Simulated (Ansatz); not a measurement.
# C3H5ClSi: a ladder of functionals and wavefunction methods

The task here is to estimate one member of a computed series from the others.

Method: functionals in def2-TZVPP, the program's frozen cores in correlated methods; program: Ansatz 0.2.0, Gaussian basis.

Levels to be run: LDA (SPW92), PBE-D4, revPBE-D4, BLYP-D4, r2SCAN-D4, B97M-V, PBE0-D4, B3LYP-D4, r2SCANh-D4, r2SCAN0-D4, HSE06-D4, BHLYP-D4, CAM-B3LYP-D4, LC-ωPBE, ωB97X-V, ωB97M-V, B2PLYP, PBE-QIDH; CCSD(T)/def2-SVP; CCSD(T)/def2-TZVPP; MP2/def2-QZVPP; extrapolation to the limit; RPA on PBE.

### Structure used throughout

All runs share one geometry, relaxed beforehand with PBE0-D4 in a triple-zeta def2 set.

SMILES `C#C[SiH](C)Cl`, 10 atoms, charge 0, spin multiplicity 1.

Atoms are counted from 1 here; the program's logs count them from 0.

Bond lengths: C1–C2 1.206 Å, C1–H6 1.066 Å, C2–Si3 1.821 Å, Si3–C4 1.853 Å, Si3–Cl5 2.058 Å, Si3–H7 1.480 Å, C4–H8 1.092 Å, C4–H9 1.092 Å, C4–H10 1.093 Å. Angles: C2–C1–H6 179.7°, C1–C2–Si3 178.8°, C2–Si3–C4 110.7°, C2–Si3–Cl5 108.3°, C2–Si3–H7 108.7°, C4–Si3–Cl5 109.6°, C4–Si3–H7 112.3°, Cl5–Si3–H7 107.1°, Si3–C4–H8 110.5°, Si3–C4–H9 110.5°, Si3–C4–H10 110.0°, H8–C4–H9 108.7°, H8–C4–H10 108.7°, H9–C4–H10 108.5°.

The first run:

Contents of in.yaml:

```yaml
crystal:
  periodic: [false, false, false]
  atoms:
    - {symbol: C, position_ang: [0.047331, 1.004061, 2.416654]}
    - {symbol: C, position_ang: [-0.048252, 0.821547, 1.228442]}
    - {symbol: Si, position_ang: [-0.162083, 0.524441, -0.564565]}
    - {symbol: C, position_ang: [0.308899, -1.220638, -0.970419]}
    - {symbol: Cl, position_ang: [-2.102727, 0.870479, -1.154308]}
    - {symbol: H, position_ang: [0.127223, 1.169183, 3.466957]}
    - {symbol: H, position_ang: [0.689479, 1.512623, -1.264107]}
    - {symbol: H, position_ang: [0.228121, -1.398384, -2.044814]}
    - {symbol: H, position_ang: [-0.344655, -1.923431, -0.450111]}
    - {symbol: H, position_ang: [1.339664, -1.410880, -0.660629]}
basis:
  gaussian: {orbitals: def2-TZVPP}
hamiltonian: {xc: lda}
output: {orbitals: {seedname: orbitals}}
```

Among the steps run: LDA; PBE-D4 (GGA); revPBE-D4 (GGA); BLYP-D4 (GGA); r2SCAN-D4 (meta-GGA); B97M-V (meta-GGA); PBE0-D4 (hybrid); B3LYP-D4 (hybrid); r2SCANh-D4 (hybrid); r2SCAN0-D4 (hybrid); HSE06-D4 (hybrid); BHLYP-D4 (hybrid); CAM-B3LYP-D4 (range-separated); LC-ωPBE-D4 (range-separated; the results give it without D4); ωB97X-V (range-separated); ωB97M-V (range-separated); B2PLYP (double hybrid); PBE-QIDH (double hybrid).

One table of the session follows, with a row left open; its other results are not shown here.

It belongs to the step «Frontier levels by functional». 

```
  functional  HOMO (eV)  gap (eV)
 LDA (SPW92)      -7.27      5.60
      PBE-D4      -7.13      5.71
   revPBE-D4      -7.07      5.75
     BLYP-D4      -6.98      5.72
   r2SCAN-D4      -7.39      6.23
      B97M-V      -7.41      6.28
     PBE0-D4      -8.37      7.89
    B3LYP-D4      -8.13      7.46
  r2SCANh-D4          ?         ?
  r2SCAN0-D4      -8.54      8.21
    HSE06-D4      -7.96      7.10
    BHLYP-D4      -9.45     10.03
CAM-B3LYP-D4      -9.73     10.38
     LC-ωPBE     -11.14     12.94
     ωB97X-V     -10.75     12.45
     ωB97M-V     -10.60     12.14
```

Estimate the missing values for r2SCANh-D4.

Worked estimate for «HOMO (eV)». Against the share of exact exchange, r2SCAN-D4 (0, -7.39), r2SCAN0-D4 (0.25, -8.54) give a slope of -4.60 per unit share; at 0.1 the line stands at -7.85.

**Answer.** HOMO (eV): -7.85; gap (eV): 7.02. In «HOMO (eV)» the line misses by 0.00.
